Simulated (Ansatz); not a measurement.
# Ti4N4F: the cost of one run

Method: DFT PBEsol, scalar-relativistic, plane waves, PAW, in Ansatz 0.2.0.

5 further runs of the same task are left out: 1 that didn't finish, 4 set aside as unsound or not needed.

## (1) Starting point

Symmetry: P3m1, No. 156, trigonal system. The conventional cell has a = 2.973 Å, b = 2.973 Å, c = 25.495 Å, α = 90.00°, β = 90.00°, γ = 120.00°. N (site symmetry 3m) is surrounded by 3 Ti at 2.10 Å. Ti (site symmetry 3m) has 6 N at 2.10 Å in its first shell of neighbours. N (site symmetry 3m) is surrounded by 6 Ti at 2.10 Å. Around N (site symmetry 3m) lie 6 Ti at 2.10 to 2.11 Å. Around Ti (site symmetry 3m) lie 6 N at 2.11 to 2.12 Å. N (site symmetry 3m) has 6 Ti at 2.02 to 2.12 Å in its first shell of neighbours. Ti (site symmetry 3m) is surrounded by 3 N at 2.02 Å.

As a file:

```cif
data_structure
_symmetry_space_group_name_H-M 'P3m1'
_symmetry_Int_Tables_number 156
_cell_length_a 2.9726
_cell_length_b 2.9726
_cell_length_c 25.4950
_cell_angle_alpha 90.000
_cell_angle_beta 90.000
_cell_angle_gamma 120.000
_cell_volume 195.10
loop_
_atom_site_label
_atom_site_type_symbol
_atom_site_symmetry_multiplicity
_atom_site_Wyckoff_symbol
_atom_site_fract_x
_atom_site_fract_y
_atom_site_fract_z
_atom_site_occupancy
N1 N 1 b 0.33333 0.66667 0.33340 1
Ti1 Ti 1 c 0.66667 0.33333 0.38100 1
N2 N 1 a 0.00000 0.00000 0.42860 1
Ti2 Ti 1 b 0.33333 0.66667 0.47620 1
N3 N 1 c 0.66667 0.33333 0.52349 1
Ti3 Ti 1 a 0.00000 0.00000 0.57179 1
N4 N 1 b 0.33333 0.66667 0.62049 1
Ti4 Ti 1 c 0.66667 0.33333 0.66202 1
```

Miller indices refer to the conventional cell of the relaxed bulk, Fm-3m (No. 225): a = 4.204 Å, b = 4.204 Å, c = 4.204 Å, α = 90.00°, β = 90.00°, γ = 90.00°.

It is a (111) slab, 8.5 Å thick as cut, with 17 Å of vacuum; its outer planes are Ti (top) and N (bottom). An earlier relaxation, lower half held, gave -11419.8773 eV, work function 4.65 eV (top face), 8.02 eV (bottom face), dipole along +c 0.142 e·Å per cell.

## (2) F put at a top (Ti) site

input.yaml

```yaml
crystal:
  lattice:
    - [2.9726300472, 0.0, 0.0]
    - [-1.4863150236, 2.5743731369, 0.0]
    - [0.0, 0.0, 27.4949979446]
  atoms:
    - { symbol: "N", position: [0.3333333333, 0.6666666667, 0.3091471408] }
    - { symbol: Ti, position: [0.6666666667, 0.3333333333, 0.3532850285] }
    - { symbol: "N", position: [0.0, 0.0, 0.3974229164] }
    - { symbol: Ti, position: [0.3333333333, 0.6666666667, 0.4415608042] }
    - { symbol: "N", position: [0.6666666667, 0.3333333333, 0.4854147359] }
    - { symbol: Ti, position: [0.0, 0.0, 0.5302006077] }
    - { symbol: "N", position: [0.3333333333, 0.6666666667, 0.5753533913] }
    - { symbol: Ti, position: [0.6666666667, 0.3333333333, 0.6138598945] }
    - { symbol: F, position: [0.6666666667, 0.3333333333, 0.6931470436] }
basis:
  ecutwfc: 420
kpoints:
  mp_grid: { grid: [12, 12, 1] }
hamiltonian:
  xc: pbesol
scf:
  occupations: { method: gaussian, width: 0.1 }
output:
  forces: true
  eigenvalues: true
  write_density: true
  write_potential: true
  elf: true
  volumetric_format: npy
relax:
  adjacent_minimum: "off"
  f_tol: 0.03
  max_steps: 70
  constraints: [{ sites: [0, 1, 2, 3] }]
efield:
  axis: 3
  dipole_correction: true
  ramp_width: 0.04
```

Run with:

```console
$ ansatz run input.yaml --threads 2 --pin off --max-ram 5120MiB --backend cpu --events-out ev --progress --plain --runs-dir out
```

What time and memory should one allow on 2 threads of Intel Xeon at 2.70GHz, shared host?

About 2.1 min, with a peak of 0.57 GiB.
